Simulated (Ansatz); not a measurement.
# BH₆NOSi₂: a ladder of functionals and wavefunction methods

An exercise on one series of results from a longer session: the logs are not shown, and one member is left open.

The runs use Ansatz 0.2.0, Gaussian basis; functionals in def2-TZVPP, the program's frozen cores in correlated methods.

Plan: LDA (SPW92), PBE-D4, revPBE-D4, BLYP-D4, r2SCAN-D4, B97M-V, PBE0-D4, B3LYP-D4, r2SCANh-D4, r2SCAN0-D4, HSE06-D4, BHLYP-D4, CAM-B3LYP-D4, LC-ωPBE, ωB97X-V, ωB97M-V, B2PLYP, PBE-QIDH; CCSD(T)/def2-SVP; CCSD(T)/def2-TZVPP; MP2/def2-QZVPP; extrapolation to the limit; RPA on PBE.

### Structure used throughout

The geometry comes from an earlier relaxation with PBE0-D4 in a triple-zeta def2 set; it is a stationary point, not always the lowest conformer.

11 atoms, charge 0, spin multiplicity 1.

Atoms are counted from 1 here; the program's logs count them from 0.

Bond lengths: B1–Si2 1.961 Å, B1–Si5 2.040 Å, B1–H6 1.205 Å, B1–H7 1.205 Å, Si2–O3 1.624 Å, Si2–N4 1.673 Å, O3–H8 0.961 Å, N4–Si5 1.808 Å, N4–H9 1.007 Å, Si5–H10 1.490 Å, Si5–H11 1.490 Å. Angles: Si2–B1–Si5 78.1°, Si2–B1–H6 112.5°, Si2–B1–H7 112.7°, Si5–B1–H6 116.1°, Si5–B1–H7 116.3°, H6–B1–H7 115.5°, B1–Si2–O3 143.4°, B1–Si2–N4 98.1°, O3–Si2–N4 118.5°, Si2–O3–H8 121.0°, Si2–N4–Si5 92.8°, Si2–N4–H9 137.0°, Si5–N4–H9 130.2°, B1–Si5–N4 91.0°, B1–Si5–H10 119.6°, B1–Si5–H11 119.5°, N4–Si5–H10 108.5°, N4–Si5–H11 108.5° and more.

The first run:

Contents of in.yaml:

```yaml
crystal:
  periodic: [false, false, false]
  atoms:
    - {symbol: B, position_ang: [-0.717179, 1.346951, 0.101795]}
    - {symbol: Si, position_ang: [0.192147, 0.041275, -1.043927]}
    - {symbol: O, position_ang: [0.654628, -0.253709, -2.572120]}
    - {symbol: N, position_ang: [0.545208, -1.095806, 0.130714]}
    - {symbol: Si, position_ang: [-0.225080, -0.113476, 1.438776]}
    - {symbol: H, position_ang: [-1.888549, 1.452901, -0.159265]}
    - {symbol: H, position_ang: [-0.111661, 2.383894, 0.197180]}
    - {symbol: H, position_ang: [1.120715, -1.062261, -2.800607]}
    - {symbol: H, position_ang: [1.000903, -1.993189, 0.173485]}
    - {symbol: H, position_ang: [0.797875, 0.163410, 2.486516]}
    - {symbol: H, position_ang: [-1.303509, -0.926990, 2.068054]}
basis:
  gaussian: {orbitals: def2-TZVPP}
hamiltonian: {xc: lda}
output: {orbitals: {seedname: orbitals}}
```

Steps of the session up to this table: LDA; PBE-D4 (GGA); revPBE-D4 (GGA); BLYP-D4 (GGA); r2SCAN-D4 (meta-GGA); B97M-V (meta-GGA); PBE0-D4 (hybrid); B3LYP-D4 (hybrid); r2SCANh-D4 (hybrid); r2SCAN0-D4 (hybrid); HSE06-D4 (hybrid); BHLYP-D4 (hybrid); CAM-B3LYP-D4 (range-separated); LC-ωPBE (range-separated); ωB97X-V (range-separated); ωB97M-V (range-separated); B2PLYP (double hybrid); PBE-QIDH (double hybrid).

One table of the session follows, with a row left open; its other results are not shown here.

It belongs to the step «Frontier levels by functional». 

```
  functional  HOMO (eV)  gap (eV)
 LDA (SPW92)      -6.27      4.31
      PBE-D4      -6.14      4.37
   revPBE-D4      -6.08      4.39
     BLYP-D4      -5.98      4.36
   r2SCAN-D4      -6.31      4.73
      B97M-V      -6.41      4.85
     PBE0-D4          ?         ?
    B3LYP-D4      -6.96      5.85
  r2SCANh-D4      -6.69      5.43
  r2SCAN0-D4      -7.27      6.46
    HSE06-D4      -6.77      5.47
    BHLYP-D4      -8.07      8.10
CAM-B3LYP-D4      -8.39      8.57
     LC-ωPBE      -9.66     10.94
     ωB97X-V      -9.34     10.54
     ωB97M-V      -9.20     10.22
```

Estimate the missing values for PBE0-D4.

**Answer.** HOMO (eV): -7.16; gap (eV): 6.24. In the column «HOMO (eV)» it lies between r2SCAN0-D4 (-7.27) and B3LYP-D4 (-6.96).
